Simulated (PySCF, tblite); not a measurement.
# C₆H₈OSi: geometry, infrared bands and NMR shifts

Wanted: the infrared bands and NMR shifts of C₆H₈OSi (`[SiH3]OC=C1C=CC=C1`), by calculation.

Programs: tblite 0.8.0 and PySCF 2.14.0, with density-fitted response routines of our own. Each step states its level of theory. These are calculated values for one molecule in the gas phase, unless marked as measured. Atoms are numbered from 0 throughout.

**1. Starting geometry**

16 atoms, charge 0, multiplicity 1; geometry from: force field or distance geometry start.

Bonds of the start (Å): Si0–O1 1.75, O1–C2 1.37, C2–C3 1.31, C3–C4 1.46, C4–C5 1.32, C5–C6 1.48, C6–C7 1.33, C7–C3 1.47, Si0–H8 1.46, Si0–H9 1.46, Si0–H10 1.48, C2–H11 1.08, C4–H12 1.07, C5–H13 1.07, C6–H14 1.09, C7–H15 1.08.

**2. Relaxing the molecule with GFN2-xTB**

The job: settings as JSON, then the geometry in Å.

```
{"job": {"kind": "relax", "xc": "GFN2-xTB", "basis": "xTB"}, "charge": 0, "multiplicity": 1}
Si     2.784200    -0.268800    -0.014900
O      1.584200    -0.036200    -1.265500
C      0.505500     0.791200    -1.128800
C     -0.530600     0.374000    -0.447100
C     -1.789200     1.063500    -0.163500
C     -2.530300     0.247500     0.567400
C     -1.786800    -1.003400     0.811900
C     -0.601200    -0.929400     0.222200
H      2.642100    -1.598200     0.578500
H      4.117300    -0.153700    -0.598500
H      2.631300     0.828300     0.963300
H      0.551700     1.755800    -1.618000
H     -2.025400     2.043100    -0.515200
H     -3.515400     0.423200     0.958100
H     -2.196000    -1.818100     1.401700
H      0.151000    -1.709700     0.237000
```

Command:

```console
OMP_NUM_THREADS=1 python probes_run.py task.json out
```

This one command runs all jobs of the session in turn.

The log of the run:

```text
step      E/eV     max force
  0    -617.68728    2.078
  1    -617.81805    1.627
  2    -617.90088    0.843
  3    -617.94317    0.754
  4    -617.97297    0.604
  5    -618.00400    0.384
  6    -618.01557    0.366
  7    -618.02845    0.291
  8    -618.03746    0.288
  9    -618.04485    0.216
 10    -618.05113    0.235
 11    -618.05955    0.267
 12    -618.06903    0.283
 13    -618.07696    0.277
 14    -618.08198    0.223
 15    -618.08612    0.209
 16    -618.09114    0.200
 17    -618.09530    0.157
 18    -618.09769    0.120
 19    -618.09964    0.143
 20    -618.10156    0.148
 21    -618.10324    0.120
 22    -618.10463    0.092
 23    -618.10613    0.120
 24    -618.10808    0.130
 25    -618.11044    0.165
 26    -618.11280    0.162
 27    -618.11486    0.121
 28    -618.11669    0.097
 29    -618.11850    0.110
 30    -618.12032    0.102
 31    -618.12223    0.111
 32    -618.12449    0.116
 33    -618.12707    0.141
 34    -618.12947    0.137
 35    -618.13138    0.099
 36    -618.13318    0.139
 37    -618.13571    0.173
 38    -618.13991    0.245
 39    -618.14613    0.284
 40    -618.15237    0.208
 41    -618.15628    0.150
 42    -618.15601    0.279
 43    -618.16017    0.122
 44    -618.16155    0.098
 45    -618.16437    0.082
 46    -618.16570    0.091
 47    -618.16709    0.082
 48    -618.16809    0.085
 49    -618.16909    0.069
 50    -618.17021    0.077
 51    -618.17151    0.099
 52    -618.17307    0.111
 53    -618.17471    0.088
 54    -618.17638    0.098
 55    -618.17778    0.116
 56    -618.17919    0.154
 57    -618.18088    0.160
 58    -618.18331    0.142
 59    -618.18593    0.161
 60    -618.18796    0.104
 61    -618.18884    0.067
 62    -618.18947    0.056
 63    -618.19004    0.064
 64    -618.19053    0.050
 65    -618.19094    0.055
 66    -618.19139    0.063
 67    -618.19202    0.096
 68    -618.19284    0.104
 69    -618.19373    0.090
 70    -618.19457    0.064
 71    -618.19551    0.074
 72    -618.19681    0.086
 73    -618.19880    0.119
 74    -618.20150    0.130
 75    -618.20426    0.106
 76    -618.20650    0.103
 77    -618.20790    0.122
 78    -618.20896    0.113
 79    -618.20982    0.068
 80    -618.21074    0.052
 81    -618.21115    0.046
 82    -618.21156    0.039
 83    -618.21178    0.040
 84    -618.21204    0.037
 85    -618.21239    0.043
 86    -618.21284    0.055
 87    -618.21320    0.047
 88    -618.21341    0.030
 89    -618.21354    0.026
 90    -618.21366    0.026
 91    -618.21379    0.032
 92    -618.21393    0.035
 93    -618.21408    0.031
 94    -618.21427    0.030
 95    -618.21449    0.029
 96    -618.21469    0.032
 97    -618.21490    0.039
 98    -618.21512    0.040
 99    -618.21535    0.042
100    -618.21555    0.029
101    -618.21572    0.030
102    -618.21589    0.036
103    -618.21609    0.041
104    -618.21631    0.038
105    -618.21651    0.026
106    -618.21664    0.026
107    -618.21673    0.022
108    -618.21682    0.027
109    -618.21693    0.029
110    -618.21705    0.026
111    -618.21716    0.020
112    -618.21721    0.015
113    -618.21724    0.013
114    -618.21725    0.011
115    -618.21726    0.006
```

Run time: 1.2 s. Hardware: 1 thread of Arm Neoverse N1, shared host.

Relaxation path: (not every step is listed)

```csv
step,energy from step 0 (eV),largest force (eV/Å)
0,0.0000,2.0781
1,-0.1308,1.6270
2,-0.2136,0.8433
3,-0.2559,0.7540
4,-0.2857,0.6037
5,-0.3167,0.3839
6,-0.3283,0.3664
7,-0.3412,0.2908
8,-0.3502,0.2880
18,-0.4104,0.1198
28,-0.4294,0.0969
38,-0.4526,0.2455
48,-0.4808,0.0849
58,-0.4960,0.1418
68,-0.5056,0.1036
78,-0.5217,0.1134
88,-0.5261,0.0296
98,-0.5278,0.0397
108,-0.5295,0.0274
110,-0.5298,0.0257
111,-0.5299,0.0195
112,-0.5299,0.0148
113,-0.5300,0.0127
114,-0.5300,0.0107
115,-0.5300,0.0064
```

Close pairs (by a distance rule), those that changed most:

```csv
bond,before (Å),after (Å),change (Å)
Si0–O1,1.749,1.635,-0.113
O1–C2,1.366,1.323,-0.044
C2–C3,1.309,1.346,+0.038
C5–C6,1.476,1.447,-0.029
C4–C5,1.323,1.347,+0.025
C6–C7,1.326,1.349,+0.023
Si0–H10,1.478,1.462,-0.016
C3–C7,1.467,1.453,-0.014
```

The final coordinates are the input of the step that follows.

**3. Harmonic vibrations with GFN2-xTB**

The job: settings as JSON, then the geometry in Å.

```
{"job": {"kind": "ir", "xc": "GFN2-xTB", "basis": "xTB"}, "charge": 0, "multiplicity": 1}
Si     2.816162    -0.411269    -0.159625
O      1.842583     0.679100    -0.892618
C      0.559216     0.996765    -0.933945
C     -0.473314     0.433807    -0.278380
C     -1.853236     0.880179    -0.413771
C     -2.624664     0.106037     0.374116
C     -1.782851    -0.860984     1.045006
C     -0.503237    -0.673815     0.661814
H      2.436064    -1.769888    -0.541876
H      4.082563     0.011733    -0.738309
H      2.764681    -0.247596     1.291976
H      0.368318     1.833173    -1.603519
H     -2.161045     1.691973    -1.045101
H     -3.689705     0.171427     0.503607
H     -2.145261    -1.600517     1.736391
H      0.356126    -1.231180     0.982823
```

The log of the run:

```text
mode    cm-1     km/mol
  1      60.1      0.90
  2     128.4      1.33
  3     130.8      0.35
  4     189.4      0.85
  5     219.4      0.92
  6     325.8      5.07
  7     464.5      6.69
  8     538.0      0.04
  9     592.3     66.67
 10     594.6     21.23
 11     636.2     84.99
 12     711.8     21.44
 13     742.1     43.83
 14     758.1    109.67
 15     785.9     41.61
 16     790.6      3.68
 17     796.7     76.70
 18     799.5    161.06
 19     812.0    476.63
 20     848.4      0.39
 21     856.6      0.03
 22     864.7      1.21
 23     927.6     44.38
 24    1053.5     50.67
 25    1088.6      0.18
 26    1097.2      2.76
 27    1176.4      2.06
 28    1265.1      2.61
 29    1270.6    428.79
 30    1321.7     40.35
 31    1356.0     77.76
 32    1519.6     50.86
 33    1594.7      1.40
 34    1653.6    437.96
 35    2261.2    377.53
 36    2279.8    135.74
 37    2338.0    235.98
 38    2989.6     28.13
 39    3125.2     10.69
 40    3133.0     47.49
 41    3146.6     87.04
 42    3150.4     18.85
```

Run time: 0.85 s. Hardware: 1 thread of Arm Neoverse N1, shared host.

The strongest bands and the atoms that carry them (share of the mass-weighted mode):

```csv
cm⁻¹,km/mol,atoms
758,109.7,"H9 37 %, H15 20 %, H8 12 %, H10 12 %"
800,161.1,"H10 47 %, H8 47 %"
812,476.6,"H9 39 %, H10 25 %, H8 25 %, Si0 11 %"
1271,428.8,"O1 44 %, C2 25 %"
1654,438.0,"C3 51 %, C2 43 %"
2261,377.5,"H10 49 %, H8 46 %"
2280,135.7,"H8 50 %, H10 47 %"
2338,236.0,H9 96 %
```

**4. Shielding tensors: PBE0/pcSseg-1**

Settings changed since step 3:

```diff
@@ -1,2 +1,2 @@
-{"job": {"kind": "ir", "xc": "GFN2-xTB", "basis": "xTB"}, "charge": 0, "multiplicity": 1}
+{"job": {"kind": "nmr", "xc": "PBE0", "basis": "pcSseg-1"}, "charge": 0, "multiplicity": 1}
 Si     2.816162    -0.411269    -0.159625
```

With the program's defaults for keys left out, this is: GIAO PBE0/pcSseg-1 NMR shielding, non-relativistic, gas phase.

The log of the run:

```text
coarse grid: 14192 points
cycle   1  E = -597.4507497664  dE =  1.420e+00  |g| = 6.690e-01  |ddm| = 3.880e+00
cycle   2  E = -597.3500310112  dE =  1.007e-01  |g| = 9.672e-01  |ddm| = 1.453e+00
cycle   3  E = -597.5423187500  dE = -1.923e-01  |g| = 1.184e-01  |ddm| = 9.032e-01
cycle   4  E = -597.5447925539  dE = -2.474e-03  |g| = 7.134e-02  |ddm| = 1.691e-01
cycle   5  E = -597.5460811139  dE = -1.289e-03  |g| = 1.902e-02  |ddm| = 8.195e-02
cycle   6  E = -597.5461630343  dE = -8.192e-05  |g| = 4.615e-03  |ddm| = 2.203e-02
cycle   7  E = -597.5461668913  dE = -3.857e-06  |g| = 2.017e-03  |ddm| = 6.055e-03
final grid: 133360 points
cycle   8  E = -597.6031585929  dE = -1.599e-05  |g| = 1.162e-02  |ddm| = 3.635e-02
cycle   9  E = -597.6031010745  dE =  5.752e-05  |g| = 2.017e-02  |ddm| = 2.799e-02
cycle  10  E = -597.6031863033  dE = -8.523e-05  |g| = 2.076e-03  |ddm| = 1.920e-02
cycle  11  E = -597.6031873804  dE = -1.077e-06  |g| = 4.812e-04  |ddm| = 2.237e-03
cycle  12  E = -597.6031874343  dE = -5.389e-08  |g| = 1.720e-04  |ddm| = 5.982e-04
cycle  13  E = -597.6031874422  dE = -7.907e-09  |g| = 3.690e-05  |ddm| = 1.813e-04
cycle  14  E = -597.6031874425  dE = -2.781e-10  |g| = 1.574e-05  |ddm| = 4.843e-05
converged SCF energy = -597.6031874425

GIAO shielding tensors (ppm)
atom      isotropic    diamagn.    paramagn.     s11        s22        s33       span
  0 Si     385.393     879.419    -494.026    344.940    357.464    453.774    108.834
  1 O      208.946     394.253    -185.307    102.493    167.298    357.046    254.552
  2 C       28.451     246.731    -218.279    -54.451     37.920    101.885    156.336
  3 C       52.239     261.608    -209.370    -32.223     52.571    136.369    168.592
  4 C       56.917     249.380    -192.463    -41.134     61.167    150.717    191.851
  5 C       53.274     255.243    -201.968    -43.830     51.422    152.231    196.061
  6 C       49.556     253.719    -204.164    -48.136     48.137    148.666    196.801
  7 C       68.344     252.441    -184.097    -31.352     74.033    162.351    193.703
  8 H       26.371      29.895      -3.524     23.455     25.142     30.516      7.062
  9 H       26.569      28.161      -1.592     22.455     25.501     31.752      9.297
 10 H       26.363      29.898      -3.536     23.420     25.154     30.514      7.094
 11 H       24.503      30.048      -5.544     19.723     25.532     28.255      8.532
 12 H       25.308      31.808      -6.500     23.941     25.258     26.727      2.786
 13 H       25.113      30.845      -5.732     23.632     24.415     27.290      3.658
 14 H       24.932      31.820      -6.888     23.306     23.990     27.500      4.194
 15 H       25.130      34.565      -9.434     22.494     24.026     28.872      6.378
```

It took 58 s on 1 thread of Arm Neoverse N1, shared host; peak memory 0.84 GiB.

Shifts follow as δ = σ(reference) − σ, with reference shieldings (ppm) from runs at the same level and on the same kind of geometry: 1H TMS 31.72, 13C TMS 186.9, 29Si TMS 349.2, 17O H2O 336.1. The references are single molecules in the gas phase, so shifts against H2O, NH3, PH3, H3PO4 or CFCl3 are not on the usual liquid scales and can be off by tens of ppm. Atoms listed in one row are averaged.

```csv
atoms,environment,σ (ppm),δ (ppm),δ scaled to CDCl3
C2,alkene carbon bearing oxygen,28.5,158.5,152.8
C6,alkene CH,49.6,137.4,132.2
C3,β carbon of an enol-ether or enamine type C=C,52.2,134.7,129.5
C5,alkene CH,53.3,133.7,128.5
C4,alkene CH,56.9,130.0,125.0
C7,alkene CH,68.3,118.6,113.8
H11,hydrogen on an alkene carbon bearing oxygen,24.50,7.21,6.91
H14,hydrogen on an alkene CH,24.93,6.78,6.50
H13,hydrogen on an alkene CH,25.11,6.60,6.33
H15,hydrogen on an alkene CH,25.13,6.59,6.32
H12,hydrogen on an alkene CH,25.31,6.41,6.15
"H8, H9, H10",hydrogen on a silicon bonded to O,26.43,5.28,–
Si0,"silicon bonded to O, 3 H",385.4,-36.2,–
O1,"oxygen bonded to C, Si",208.9,127.1,–
```

The scaled column applies a straight-line fit of computed shieldings to shifts measured in CDCl3 (root-mean-square error 0.16 ppm for H, 1.9 ppm for C).

The run also stored atomic charges by several schemes (e):

```csv
atoms,Mulliken,IAO,Hirshfeld,ESP fit
Si0,0.68,0.87,0.41,0.62
O1,-0.59,-0.55,-0.17,-0.34
C2,0.42,0.12,0.08,0.08
C3,-0.34,-0.07,-0.04,0.15
C4,-0.05,-0.19,-0.08,-0.48
C5,-0.09,-0.18,-0.07,-0.01
C6,-0.08,-0.16,-0.06,-0.21
C7,-0.08,-0.21,-0.09,-0.26
```

Mayer bond orders: Si0–O1 0.86, O1–C2 1.00, C2–C3 1.61, C3–C4 1.10, C4–C5 1.68, C5–C6 1.15, C6–C7 1.70, C7–C3 1.11.

Ring of atoms C3, C4, C5, C6, C7: NICS(0) -3.7, NICS(1) -6.2, NICS(1)zz -11.9 ppm (means of both faces).

The fields below are evaluated on a grid from the run's orbitals.

Frontier orbitals at PBE0/pcSseg-1, with the share of their density that lies nearest to each atom:

```csv
orbital,energy (eV),lies on
HOMO,-6.20,"C4, C7 about 29 % each; C5, C6 about 14 % each"
LUMO,-1.55,"C2 29 %; C4, C6, C7 about 11 % each; C3, C5 about 8 % each"
```

ELF in a plane through or near 14 of the atoms.

Ten even steps from ' ' (0.00) to '@' (1.00):
```
                                                        
                                                        
                                                        
                                  ++##**                
                        ..::    ..@@@@@@##              
                        %%@@++  ::@@@@@@##              
              ..::::  ::@@@@@@--++##@@%%::              
            ..::==--....@@@@%%++%%**--++                
      ::****--  ::....  --**::--##==%%%%++%%@@++        
    ..%%@@@@##==++..--    ++@@##::----++@@@@@@@@        
    --@@@@@@@@::..==%%::..==--====++**::%%@@@@@@        
    ..@@@@@@@@--****==##==@@--++@@--**##--**##--        
      --@@@@::  ##%%**####--++==**--##++                
        ::--    ##%%**==**%%--  ==@@@@@@..              
                ::--  ++@@@@%%  ==@@@@@@--              
                      ##@@@@@@  ..@@@@@@::              
                      ==@@@@++    ..--..                
                                                        
                                                        
                                                        
```
The map spans 13.5 Å across and 10.0 Å up, centred on the molecule. Atoms in the plane (x, y in Å): Si0 (-2.8, 0.3), O1 (-1.9, -1.0), C2 (-0.6, -1.3), C3 (0.5, -0.5), C4 (1.8, -1.0), C5 (2.7, 0.1), C6 (1.8, 1.3), C7 (0.5, 0.9), H9 (-4.1, -0.3), H11 (-0.5, -2.4), H12 (2.1, -2.0), H13 (3.7, 0.1), H14 (2.3, 2.3), H15 (-0.3, 1.6).

On the surface of density 0.002 e/bohr³ the electrostatic potential runs, from the 1st to the 99th percentile, from -1.01 V near C5 to 1.46 V near H10.

**5. Outcome**

```
                                                              quantity                                         value
                             strongest single infrared mode (GFN2-xTB)                          812 cm⁻¹, 477 km/mol
                                          zero-point energy (GFN2-xTB)                                 72.0 kcal/mol
                                13C shifts against TMS (PBE0/pcSseg-1)  158.5, 137.4, 134.7, 133.7, 130.0, 118.6 ppm
1H shifts against TMS (PBE0/pcSseg-1, means over atoms taken as alike)        7.21, 6.78, 6.60, 6.59, 6.41, 5.28 ppm
                               29Si shifts against TMS (PBE0/pcSseg-1)                                     -36.2 ppm
                                17O shifts against H2O (PBE0/pcSseg-1)                                     127.1 ppm
                                 surface potential, 1st and 99th percentile                            -1.01 V and 1.46 V
```

In words: The optimisation took 115 steps and gained 0.530 eV; among the close pairs (by a distance rule), Si0–O1 changed most, from 1.749 to 1.635 Å. No mode is imaginary among the 42: a minimum at this level. The strongest single mode, at 812 cm⁻¹, moves mainly H9, H10 and H8. Unscaled tight-binding wavenumbers are off by several per cent, some by more. Its intensities can rank the bands wrongly. At PBE0/pcSseg-1: The largest span, 255 ppm, is at O1, where the paramagnetic term is -185 ppm. By nearest atom (PBE0/pcSseg-1), the HOMO sits on C4, C7 about 29 % each; C5, C6 about 14 % each and the LUMO on C2 29 %; C4, C6, C7 about 11 % each.
